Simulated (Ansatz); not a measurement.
# CO2: the cost of one run

Method: DFT, PBE, plane-wave PAW, default files, scalar-relativistic, as far as a step names no other, in Ansatz 0.2.0.

1 further run of the same task is left out (set aside as unsound or not needed).

## 1. The system as given

The structure is cubic, space group Pa-3 (No. 205). The conventional cell has a = 5.620 Å, b = 5.620 Å, c = 5.620 Å, α = 90.00°, β = 90.00°, γ = 90.00°. C (site symmetry -3) has 2 O at 1.05 Å as nearest neighbours. O (site symmetry 3) is surrounded by 1 C at 1.05 Å.

Coordinates:

```
CELL_PARAMETERS angstrom
5.62000 0.00000 0.00000
0.00000 5.62000 0.00000
0.00000 0.00000 5.62000
ATOMIC_POSITIONS crystal
C 0.00000 0.00000 0.00000
C 0.50000 0.00000 0.50000
C 0.50000 0.50000 0.00000
C 0.00000 0.50000 0.50000
O 0.10800 0.10800 0.10800
O 0.39200 0.89200 0.60800
O 0.60800 0.39200 0.89200
O 0.89200 0.60800 0.39200
O 0.89200 0.89200 0.89200
O 0.60800 0.10800 0.39200
O 0.39200 0.60800 0.10800
O 0.10800 0.39200 0.60800
```

## 2. First run, atoms as given

input.yaml reads:

```yaml
crystal:
  lattice:
    - [5.62, 0.0, 0.0]
    - [0.0, 5.62, 0.0]
    - [0.0, 0.0, 5.62]
  atoms:
    - { symbol: C, position: [0.0, 0.0, 0.0] }
    - { symbol: C, position: [0.5, 0.0, 0.5] }
    - { symbol: C, position: [0.5, 0.5, 0.0] }
    - { symbol: C, position: [0.0, 0.5, 0.5] }
    - { symbol: O, position: [0.108, 0.108, 0.108] }
    - { symbol: O, position: [0.392, 0.892, 0.608] }
    - { symbol: O, position: [0.608, 0.392, 0.892] }
    - { symbol: O, position: [0.892, 0.608, 0.392] }
    - { symbol: O, position: [0.892, 0.892, 0.892] }
    - { symbol: O, position: [0.608, 0.108, 0.392] }
    - { symbol: O, position: [0.392, 0.608, 0.108] }
    - { symbol: O, position: [0.108, 0.392, 0.608] }
kpoints:
  mp_grid: { grid: [4, 4, 4] }
scf:
  occupations: { method: fermi_dirac, width: 0.02 }
hamiltonian:
  xc: pbe
  pseudopotentials: { kind: paw }
output:
  forces: true
  stress: true
  populations: true
  efg: { quadrupole_moments_barn: { O: -0.02558 }, contact_densities: true }
  write_density: true
  write_potential: true
  elf: true
  volumetric_format: npy
```

Launch:

```
> ansatz run input.yaml --threads 1 --pin off --max-ram 2560MiB --backend cpu --events-out ev --progress --plain --runs-dir out
```

**Question.** How long does this run take on 1 thread of Arm Neoverse V2, shared host, and how much memory does it need?

About 6.6 s, with a peak of 0.42 GiB.
